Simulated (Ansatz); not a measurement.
# Ti5Si: how settings move the results

Aim, for Ti5Si: make a base run at the listed cell, then see how the functional moves the results.

Method: DFT PBE, scalar-relativistic, plane waves, PAW for the base; runs at other levels say so in their headings and inputs, in Ansatz 0.2.0.

### 1 The system as given

The structure is trigonal, space group R32 (No. 155). Conventional cell: a = 5.046 Å, b = 5.046 Å, c = 13.323 Å, α = 90.00°, β = 90.00°, γ = 120.00°. Ti (site symmetry 3) has 9 Ti at 2.83 to 2.94 Å and 3 Si at 2.92 Å as nearest neighbours. Around Ti (site symmetry 2) lie 8 Ti at 2.69 to 2.88 Å and 2 Si at 2.71 Å. Si (site symmetry 32) has 12 Ti at 2.71 to 2.92 Å as nearest neighbours.

Structure file:

```
CELL_PARAMETERS angstrom
2.52284 1.45656 4.44090
-2.52284 1.45656 4.44090
0.00000 -2.91312 4.44090
ATOMIC_POSITIONS crystal
Ti 0.15144 0.15144 0.15144
Ti 0.60535 0.39465 0.00000
Ti 0.00000 0.60535 0.39465
Ti 0.84856 0.84856 0.84856
Ti 0.39465 0.00000 0.60535
Si 0.50000 0.50000 0.50000
```

The structure comes from the Materials Project (structure only); it is used as listed.

### 2 Quick check of gap, pressure and forces

The input, input.yaml:

```yaml
crystal:
  lattice:
    - [2.5228393509, 1.4565619783, 4.4409048145]
    - [-2.5228393509, 1.4565619783, 4.4409048145]
    - [0.0, -2.9131239567, 4.4409048145]
  atoms:
    - { symbol: Ti, position: [0.15143967, 0.15143967, 0.15143967] }
    - { symbol: Ti, position: [0.60535, 0.39465, 0.0] }
    - { symbol: Ti, position: [0.0, 0.60535, 0.39465] }
    - { symbol: Ti, position: [0.84856033, 0.84856033, 0.84856033] }
    - { symbol: Ti, position: [0.39465, 0.0, 0.60535] }
    - { symbol: Si, position: [0.5, 0.5, 0.5] }
basis:
  ecutwfc: 420
kpoints:
  mp_grid: { grid: [6, 6, 6] }
hamiltonian:
  xc: pbe
scf:
  occupations: { method: gaussian, width: 0.1 }
output:
  forces: true
  stress: true
  eigenvalues: true
```

On the command line:

```console
ansatz run input.yaml --threads 1 --pin off --max-ram 2560MiB --backend cpu --events-out ev --progress --plain --runs-dir out
```

Standard output, cut to the lines that bear on the results:

```text
[...]
SCF converged after 7 iterations
Free energy (F): -13135.923598 eV
[...]
E sigma→0 (E₀):  -13135.910047 eV
Entropy (-TS):   -0.027102 eV (-4.517 meV/atom)
Fermi energy:    13.325394 eV
[...]
--- Forces (eV/Å), atoms counted from 1 ---
  atom   1  Ti     0.00000000    -0.00000000     0.02165243
  atom   2  Ti    -0.03167244     0.00000000     0.00000000
  atom   3  Ti     0.01583622    -0.02742914    -0.00000000
  atom   4  Ti     0.00000000     0.00000000    -0.02165243
  atom   5  Ti     0.01583622     0.02742914     0.00000000
  atom   6  Si     0.00000000     0.00000000     0.00000000
[...]
--- Stress (GPa, compression-positive) ---
        0.087242       0.000000       0.000000
        0.000000       0.087242       0.000000
        0.000000       0.000000      -0.058862
  P = ⅓ Tr σ = 0.0385 GPa (0.385 kbar)
--- Band table (eV; the first three rows and the last of 32) ---
[...]
```

Wall time 9.5 s (1 thread of Intel Xeon at 2.70GHz, shared host); peak memory 0.4 GiB.

Read-out: pressure 0.0 GPa, largest force 0.03 eV/Å, gap on this mesh none (metal). The gap decides the next run's mesh: 12×12×12 points.

### 3 Base run on a denser mesh

Changes to input.yaml since step 2:

```diff
@@ -15,3 +15,3 @@
 kpoints:
-  mp_grid: { grid: [6, 6, 6] }
+  mp_grid: { grid: [12, 12, 12] }
 hamiltonian:
@@ -24 +24,2 @@
   eigenvalues: true
+  populations: true
```

On the command line:

```console
ansatz run input.yaml --threads 1 --pin off --max-ram 2560MiB --backend cpu --events-out ev --progress --plain --runs-dir out
```

Standard output, cut to the lines that bear on the results:

```text
Warning: RAYON_NUM_THREADS=1 ignored (pool sized by the plan → 1); use --threads N
[...]
Pseudopotentials: kind: paw
Pseudopotential: Ti, paw, valence charge 12, recommended cutoff 420 eV (normal), Ti.paw.azcp
Pseudopotential: Si, paw, valence charge 4, recommended cutoff 420 eV (normal), Si.paw.azcp
Functional definition: PBE
[...]
Crystal: 6 atoms, lattice volume = 97.913 Å³
Basis set: ecut = 420 eV, 1911 PW (Γ), exchange–correlation on 72×72×72 points (8 copies of the dense FFT grid, shifted against one another)
Bands: 39, of which v1, the nominal top of the filled ones, is band 32 counted from 1 (31 counted from 0)
Symmetry: 6 space group operations
Space group: R32 (ITA 155), of the structure as read, at distance tolerance 4.6e-5 Å
k-points: 189 of 1728 (time reversal used)
[...]
Free energy (F): -13135.925162 eV
[...]
E sigma→0 (E₀):  -13135.912323 eV
Entropy (-TS):   -0.025677 eV (-4.280 meV/atom)
Fermi energy:    13.324062 eV
[...]
--- Forces (eV/Å), atoms counted from 1 ---
  atom   1  Ti     0.00000000    -0.00000000     0.01318331
  atom   2  Ti    -0.02728827     0.00000000     0.00000000
  atom   3  Ti     0.01364413    -0.02363233    -0.00000000
  atom   4  Ti     0.00000000     0.00000000    -0.01318331
  atom   5  Ti     0.01364413     0.02363233     0.00000000
  atom   6  Si     0.00000000     0.00000000     0.00000000
[...]
--- Stress (GPa, compression-positive) ---
        0.055121       0.000000       0.000000
        0.000000       0.055121       0.000000
        0.000000       0.000000      -0.058151
  P = ⅓ Tr σ = 0.0174 GPa (0.174 kbar)
--- Band table (eV; the first three rows and the last of 189) ---
[...]
--- Löwdin populations: 6 sites ---
  site symbol       q [e]
     0     Ti     11.7011
     1     Ti     11.7839
     2     Ti     11.7839
     3     Ti     11.7011
     4     Ti     11.7839
     5     Si      4.6048
  spilling = 0.010019 (of n_electrons = 64.000000)
```

Wall time 87 s (1 thread of Intel Xeon at 2.70GHz, shared host); peak memory 0.75 GiB.

By site:

```
atom  Löwdin electrons
 Ti1             11.70
 Ti2             11.78
 Ti3             11.78
 Ti4             11.70
 Ti5             11.78
 Si6              4.60
```

The Löwdin counts miss 0.64 of the 64 electrons, which the atomic orbitals do not span, so they are no charges.

This run gives -2189.3187 eV/atom at zero smearing, pressure 0.02 GPa, largest force 0.027 eV/Å and no gap on the mesh.

### 4 Functional: LDA

Changes to input.yaml since step 3:

```diff
@@ -17,3 +17,3 @@
 hamiltonian:
-  xc: pbe
+  xc: lda
 scf:
@@ -24,2 +24 @@
   eigenvalues: true
-  populations: true
```

On the command line:

```console
ansatz run input.yaml --threads 1 --pin off --max-ram 2560MiB --backend cpu --events-out ev --progress --plain --runs-dir out
```

Standard output, cut to the lines that bear on the results:

```text
Warning: RAYON_NUM_THREADS=1 ignored (pool sized by the plan → 1); use --threads N
[...]
[... 3 set-up lines as earlier in the session ...]
Functional definition: SPW92
[...]
Crystal: 6 atoms, lattice volume = 97.913 Å³
Basis set: ecut = 420 eV, 1911 PW (Γ)
Bands: 39, of which v1, the nominal top of the filled ones, is band 32 counted from 1 (31 counted from 0)
[... 2 set-up lines as earlier in the session ...]
k-points: 189 of 1728 (time reversal used)
[...]
SCF iter   1: F=—  HF=-12862.053454 eV  |F-HF|=—  |Δ(HF+E_count)|=         —  Δρ=8.84e-3  dr2=8.75e-2  ethr=1.77e-3  ⟨swp⟩=7.1  Hψ=31495  notcnv=0
[...]
SCF iter   7: F=-12862.028027 eV  HF=-12862.028027 eV  |F-HF|=3.12e-9  |Δ(HF+E_count)|=   2.23e-8  Δρ=2.36e-6  dr2=6.36e-9  ethr=1.56e-10  ⟨swp⟩=9.2  Hψ=26721  notcnv=0
[...]
SCF converged after 7 iterations
Free energy (F): -12862.028027 eV
[...]
E sigma→0 (E₀):  -12862.014627 eV
Entropy (-TS):   -0.026799 eV (-4.467 meV/atom)
Fermi energy:    13.006884 eV
[...]
--- Forces (eV/Å), atoms counted from 1 ---
  atom   1  Ti     0.00000000    -0.00000000     0.04901508
  atom   2  Ti    -0.10869014     0.00000000     0.00000000
  atom   3  Ti     0.05434507    -0.09412842    -0.00000000
  atom   4  Ti    -0.00000000     0.00000000    -0.04901508
  atom   5  Ti     0.05434507     0.09412842     0.00000000
  atom   6  Si     0.00000000     0.00000000    -0.00000000
[...]
--- Stress (GPa, compression-positive) ---
       -8.479269       0.000000       0.000000
        0.000000      -8.479269       0.000000
        0.000000       0.000000      -8.497284
  P = ⅓ Tr σ = -8.4853 GPa (-84.853 kbar)
--- Band table (eV; the first three rows and the last of 189) ---
[...]
```

It took 56 s on 1 thread of Intel Xeon at 2.70GHz, shared host; peak memory 0.74 GiB.

This run gives -2143.6691 eV/atom at zero smearing, pressure -8.49 GPa, largest force 0.109 eV/Å and no gap on the mesh.

### 5 Functional set to PBEsol

Changes to input.yaml since step 4:

```diff
@@ -17,3 +17,3 @@
 hamiltonian:
-  xc: lda
+  xc: pbesol
 scf:
```

On the command line:

```console
ansatz run input.yaml --threads 1 --pin off --max-ram 2560MiB --backend cpu --events-out ev --progress --plain --runs-dir out
```

Standard output, cut to the lines that bear on the results:

```text
Warning: RAYON_NUM_THREADS=1 ignored (pool sized by the plan → 1); use --threads N
[...]
[... 3 set-up lines as earlier in the session ...]
Functional definition: PBEsol
[...]
Crystal: 6 atoms, lattice volume = 97.913 Å³
Basis set: ecut = 420 eV, 1911 PW (Γ), exchange–correlation on 72×72×72 points (8 copies of the dense FFT grid, shifted against one another)
Bands: 39, of which v1, the nominal top of the filled ones, is band 32 counted from 1 (31 counted from 0)
[... 2 set-up lines as earlier in the session ...]
k-points: 189 of 1728 (time reversal used)
[...]
SCF iter   1: F=—  HF=-12992.965770 eV  |F-HF|=—  |Δ(HF+E_count)|=         —  Δρ=1.04e-2  dr2=1.25e-1  ethr=1.77e-3  ⟨swp⟩=7.0  Hψ=31574  notcnv=0
[...]
SCF iter   7: F=-12992.926333 eV  HF=-12992.926333 eV  |F-HF|=5.06e-9  |Δ(HF+E_count)|=   2.66e-8  Δρ=2.64e-6  dr2=7.49e-9  ethr=1.56e-10  ⟨swp⟩=4.0  Hψ=22306  notcnv=0
[...]
SCF converged after 7 iterations
Free energy (F): -12992.926333 eV
[...]
E sigma→0 (E₀):  -12992.913414 eV
Entropy (-TS):   -0.025838 eV (-4.306 meV/atom)
Fermi energy:    13.199276 eV
[...]
--- Forces (eV/Å), atoms counted from 1 ---
  atom   1  Ti     0.00000000    -0.00000000     0.03523758
  atom   2  Ti    -0.06668823     0.00000000     0.00000000
  atom   3  Ti     0.03334411    -0.05775370    -0.00000000
  atom   4  Ti     0.00000000     0.00000000    -0.03523758
  atom   5  Ti     0.03334411     0.05775370     0.00000000
  atom   6  Si     0.00000000     0.00000000    -0.00000000
[...]
--- Stress (GPa, compression-positive) ---
       -4.387923       0.000000       0.000000
        0.000000      -4.387923       0.000000
        0.000000       0.000000      -4.453683
  P = ⅓ Tr σ = -4.4098 GPa (-44.098 kbar)
--- Band table (eV; the first three rows and the last of 189) ---
[...]
```

Run time: 62 s. Hardware: 1 thread of Intel Xeon at 2.70GHz, shared host; peak memory 0.76 GiB.

Read-out: -2165.4856 eV/atom at zero smearing, pressure -4.41 GPa, largest force 0.067 eV/Å and no gap on the mesh.

### 6 Functional set to r2SCAN

Changes to input.yaml since step 5:

```diff
@@ -13,3 +13,3 @@
 basis:
-  ecutwfc: 420
+  ecutwfc: 500
 kpoints:
@@ -17,3 +17,3 @@
 hamiltonian:
-  xc: pbesol
+  xc: r2scan
 scf:
```

On the command line:

```console
ansatz run input.yaml --threads 1 --pin off --max-ram 2560MiB --backend cpu --events-out ev --progress --plain --runs-dir out
```

Standard output, cut to the lines that bear on the results:

```text
Warning: RAYON_NUM_THREADS=1 ignored (pool sized by the plan → 1); use --threads N
[...]
[... 1 set-up line as earlier in the session ...]
Pseudopotential: Ti, paw, valence charge 12, recommended cutoff 500 eV (meta_gga), Ti.paw.azcp
Pseudopotential: Si, paw, valence charge 4, recommended cutoff 500 eV (meta_gga), Si.paw.azcp
Functional definition: r2SCAN
[...]
Crystal: 6 atoms, lattice volume = 97.913 Å³
Basis set: ecut = 500 eV, 2477 PW (Γ), exchange–correlation on 160×160×160 points (64 copies of the dense FFT grid, shifted against one another)
Bands: 39, of which v1, the nominal top of the filled ones, is band 32 counted from 1 (31 counted from 0)
[... 2 set-up lines as earlier in the session ...]
k-points: 189 of 1728 (time reversal used)
[...]
SCF iter   1: F=—  HF=-13162.701007 eV  |F-HF|=—  |Δ(HF+E_count)|=         —  Δρ=1.81e-2  dr2=3.40e-1  dr2_τ=5.71e-2  ethr=1.77e-3  ⟨swp⟩=6.9  Hψ=32189  notcnv=0
[...]
SCF iter   8: F=-13162.827421 eV  HF=-13162.827421 eV  |F-HF|=5.57e-8  |Δ(HF+E_count)|=   4.99e-8  Δρ=6.93e-6  dr2=8.10e-8  dr2_τ=2.41e-9  ethr=1.56e-10  ⟨swp⟩=8.9  Hψ=30252  notcnv=0
[...]
SCF converged after 8 iterations
Free energy (F): -13162.827421 eV
[...]
E sigma→0 (E₀):  -13162.816431 eV
Entropy (-TS):   -0.021979 eV (-3.663 meV/atom)
Fermi energy:    13.370301 eV
[...]
--- Forces (eV/Å), atoms counted from 1 ---
  atom   1  Ti     0.00000000    -0.00000000     0.02438838
  atom   2  Ti    -0.06286949     0.00000000     0.00000000
  atom   3  Ti     0.03143475    -0.05444658    -0.00000000
  atom   4  Ti     0.00000000     0.00000000    -0.02438838
  atom   5  Ti     0.03143475     0.05444658     0.00000000
  atom   6  Si     0.00000000     0.00000000     0.00000000
[...]
--- Stress (GPa, compression-positive) ---
       -1.150238       0.000000       0.000000
        0.000000      -1.150238       0.000000
        0.000000       0.000000      -1.447642
  P = ⅓ Tr σ = -1.2494 GPa (-12.494 kbar)
--- Band table (eV; the first three rows and the last of 189) ---
[...]
```

Wall time 2.4 min (1 thread of Intel Xeon at 2.70GHz, shared host); peak memory 1 GiB.

This run gives -2193.8027 eV/atom at zero smearing, pressure -1.25 GPa, largest force 0.063 eV/Å and no gap on the mesh.

### 7 What the functional changes

The atoms stay where they are; pressure is positive in compression.

```
functional      mesh  cutoff (eV)  gap on the mesh (eV)  pressure (GPa)  largest force (eV/Å)  CPU time  time against the first
       PBE  12×12×12          420                 metal             0.0                 0.027      87 s                       1
       LDA  12×12×12          420                 metal            -8.5                 0.109      56 s                    0.64
    PBEsol  12×12×12          420                 metal            -4.4                 0.067      62 s                    0.71
    r2SCAN  12×12×12          500                 metal            -1.2                 0.063   2.4 min                     1.6
```

CPU times come from a shared host, so they are rough.

### 8 What came out

```
                          quantity                                                          value
                          base run  pressure 0.0 GPa, largest force 0.03 eV/Å, no gap on the mesh
gap on the mesh (eV) by functional           PBE: metal; LDA: metal; PBEsol: metal; r2SCAN: metal
```

**Reading.** No run finds a gap on its mesh. Pressures at the fixed cell order as LDA, PBEsol, r2SCAN, PBE, and so would the relaxed volumes, smallest first.
